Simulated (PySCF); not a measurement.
# C3H8Ge2: the cost of one run

Programs: PySCF 2.14.0, with routines of our own; each step states its level. All values are computed. Atoms count from 0.

### 1 The system as given

13 atoms, charge 0, multiplicity 1; geometry from: GFN2-xTB.

### 2 Optimising the geometry at PBE0-D3(BJ)/def2-SVP

The job: settings as JSON, then the geometry in Å.

```
{"job": {"xc": "PBE0", "basis": "def2-SVP", "d3": "d3bj", "grid": 1, "kind": "geom"}, "charge": 0, "multiplicity": 1}
Ge    -2.363527    -0.084271     0.449423
Ge    -0.554980    -0.603818    -1.008433
C      1.092885     0.138893    -0.383754
C      2.110678     0.953514    -0.441273
C      2.063179     0.110859     0.784176
H     -2.050284     1.034889     1.396249
H     -3.608120     0.345390    -0.266981
H     -2.781711    -1.232495     1.317967
H     -0.330965    -2.091062    -1.120182
H     -0.767570    -0.115597    -2.419376
H      2.661515     1.710102    -0.945006
H      2.745371    -0.726086     0.888785
H      1.779142     0.560169     1.730677
```

The run is started by

```bash
$ OMP_NUM_THREADS=1 python excited_run.py task.json out
```

One launch serves the whole session: the jobs run in the order shown.

**Question.** How long does this first job take on 1 thread of Arm Neoverse V2, shared host, and how much memory does it need?

About 2 min, with a peak of 0.73 GiB.
